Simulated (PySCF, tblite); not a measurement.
# C₃H₈OSeSi₂: geometry, infrared bands and NMR shifts

Wanted: the infrared bands and NMR shifts of C₃H₈OSeSi₂ (`O[SiH2]C#CC[Se][SiH3]`), by calculation.

Computed with tblite 0.8.0 and PySCF 2.14.0, with density-fitted response routines of our own, on a single molecule in the gas phase. Atoms count from 0, in the outputs and in this text.

## (1) The molecule as given

15 atoms, charge 0, multiplicity 1; geometry from: force field or distance geometry start.

Bonds of the start (Å): O0–Si1 1.73, Si1–C2 1.81, C2–C3 1.23, C3–C4 1.46, C4–Se5 1.94, Se5–Si6 2.24, O0–H7 0.99, Si1–H8 1.49, Si1–H9 1.46, C4–H10 1.13, C4–H11 1.13, Si6–H12 1.48, Si6–H13 1.48, Si6–H14 1.46.

## (2) Relaxing the molecule with GFN2-xTB

Job settings and geometry (Å):

```
{"job": {"kind": "relax", "xc": "GFN2-xTB", "basis": "xTB"}, "charge": 0, "multiplicity": 1}
O      4.303000    -0.207700    -0.147700
Si     2.892500    -0.210100     0.859200
C      1.363000    -0.245700    -0.107000
C      0.337400    -0.236300    -0.778700
C     -0.886400    -0.242600    -1.579400
Se    -2.150400     1.060700    -0.887100
Si    -3.263800     0.126700     0.819400
H      3.976700    -0.122500    -1.076700
H      2.976600     1.022700     1.682900
H      2.906900    -1.427700     1.663100
H     -1.301100    -1.288900    -1.528400
H     -0.632400     0.010300    -2.654800
H     -4.091800     1.159800     1.490100
H     -4.110500    -1.021700     0.415500
H     -2.323900    -0.380400     1.807600
```

Command:

```
> OMP_NUM_THREADS=1 python probes_run.py task.json out
```

This one command runs all jobs of the session in turn.

**Question.** This job is followed by: GFN2-xTB harmonic vibrations, gas phase; GIAO PBE0/pcSseg-1 NMR shielding, non-relativistic, gas phase. Predict these results of the whole session: strongest single infrared mode (GFN2-xTB); zero-point energy (GFN2-xTB); ¹³C shifts against TMS (PBE0/pcSseg-1); ¹H shifts against TMS (PBE0/pcSseg-1, means over atoms taken as alike); ¹⁷O shifts against H2O (PBE0/pcSseg-1); ²⁹Si shifts against TMS (PBE0/pcSseg-1); ⁷⁷Se shifts against Me2Se (PBE0/pcSseg-1).

As calculated:

```
                                                              quantity                       value
                             strongest single infrared mode (GFN2-xTB)        798 cm⁻¹, 439 km/mol
                                          zero-point energy (GFN2-xTB)               56.8 kcal/mol
                                ¹³C shifts against TMS (PBE0/pcSseg-1)       109.9, 94.8, 18.3 ppm
¹H shifts against TMS (PBE0/pcSseg-1, means over atoms taken as alike)  5.11, 4.65, 3.30, 1.10 ppm
                                ¹⁷O shifts against H2O (PBE0/pcSseg-1)                    20.2 ppm
                               ²⁹Si shifts against TMS (PBE0/pcSseg-1)            -50.5, -62.7 ppm
                             ⁷⁷Se shifts against Me2Se (PBE0/pcSseg-1)                    -107 ppm
```

What this shows: Relaxing lowered the energy by 0.510 eV in 119 steps; the close pair that moved most is O0–Si1, from 1.733 to 1.626 Å. The lowest mode is slightly imaginary (14i cm⁻¹), a soft motion within the noise of the Hessian, so the minimum is not strictly shown. Unscaled tight-binding wavenumbers are off by several per cent, some by more. Its intensities can rank the bands wrongly. At PBE0/pcSseg-1: The widest tensor belongs to Se5: span 1274 ppm, with a paramagnetic part of -1136 ppm. Spin-orbit coupling is left out, which matters for shieldings and couplings at and beside the heavy atoms.
